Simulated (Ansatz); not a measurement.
**CH4ClFSi: how energies converge with the basis set**

One table from this session's results is given with a row withheld; the runs are named, their logs left out.

The runs use Ansatz 0.2.0, Gaussian basis; one geometry, several basis sets.

The runs, in order: PBE0-D4/def2-SVP; ωB97M-V/def2-SVP; PBE0-D4/def2-QZVPP; ωB97M-V/def2-QZVPP; the functionals' def2-TZVPP values are taken from earlier runs.

## The geometry

An earlier PBE0-D4 in a triple-zeta def2 set relaxation fixed the geometry.

SMILES `FC([SiH3])Cl`, 8 atoms, charge 0, spin multiplicity 1.

Atoms are counted from 1 here; the program's logs count them from 0.

Bond lengths: F1–C2 1.369 Å, C2–Si3 1.908 Å, C2–Cl4 1.781 Å, C2–H5 1.092 Å, Si3–H6 1.485 Å, Si3–H7 1.482 Å, Si3–H8 1.481 Å. Angles: F1–C2–Si3 110.8°, F1–C2–Cl4 109.2°, F1–C2–H5 107.8°, Si3–C2–Cl4 108.9°, Si3–C2–H5 114.1°, Cl4–C2–H5 105.8°, C2–Si3–H6 108.5°, C2–Si3–H7 107.7°, C2–Si3–H8 108.1°, H6–Si3–H7 110.2°, H6–Si3–H8 110.9°, H7–Si3–H8 111.3°.

The first run:

Contents of in.yaml:

```yaml
crystal:
  periodic: [false, false, false]
  atoms:
    - {symbol: F, position_ang: [-1.528584, 1.142258, 0.105507]}
    - {symbol: C, position_ang: [-0.444539, 0.616034, -0.544688]}
    - {symbol: Si, position_ang: [0.550183, -0.528345, 0.612794]}
    - {symbol: Cl, position_ang: [-1.003401, -0.329099, -1.947587]}
    - {symbol: H, position_ang: [0.133401, 1.446370, -0.956159]}
    - {symbol: H, position_ang: [0.988580, 0.260604, 1.792120]}
    - {symbol: H, position_ang: [1.727909, -1.020387, -0.141208]}
    - {symbol: H, position_ang: [-0.331349, -1.644735, 1.023422]}
basis:
  gaussian: {orbitals: def2-SVP}
hamiltonian: {xc: pbe0, dispersion: d4}
output: {orbitals: {seedname: orbitals}}
```

Command:

```
> ansatz run in.yaml --threads 2 --pin off --events-out ev --progress --plain --max-ram 4352MiB
```

Among the steps run: PBE0-D4 in def2-SVP; ωB97M-V in def2-SVP; PBE0-D4 in def2-QZVPP; ωB97M-V in def2-QZVPP.

One of the session's tables, all rows but one given; the rest of the session is left out.

```
functional       basis  HOMO (eV)  LUMO (eV)
   PBE0-D4    def2-SVP      -8.21       0.39
   PBE0-D4  def2-TZVPP      -8.35      -0.07
   PBE0-D4  def2-QZVPP      -8.39      -0.24
   ωB97M-V    def2-SVP          ?          ?
   ωB97M-V  def2-TZVPP     -10.61       1.66
   ωB97M-V  def2-QZVPP     -10.66       1.30
```

Q: Estimate the row for ωB97M-V, def2-SVP from the others.

**Answer.** HOMO (eV): -10.44; LUMO (eV): 2.37. In the column «HOMO (eV)» it lies between ωB97M-V, def2-TZVPP (-10.61) and PBE0-D4, def2-QZVPP (-8.39).
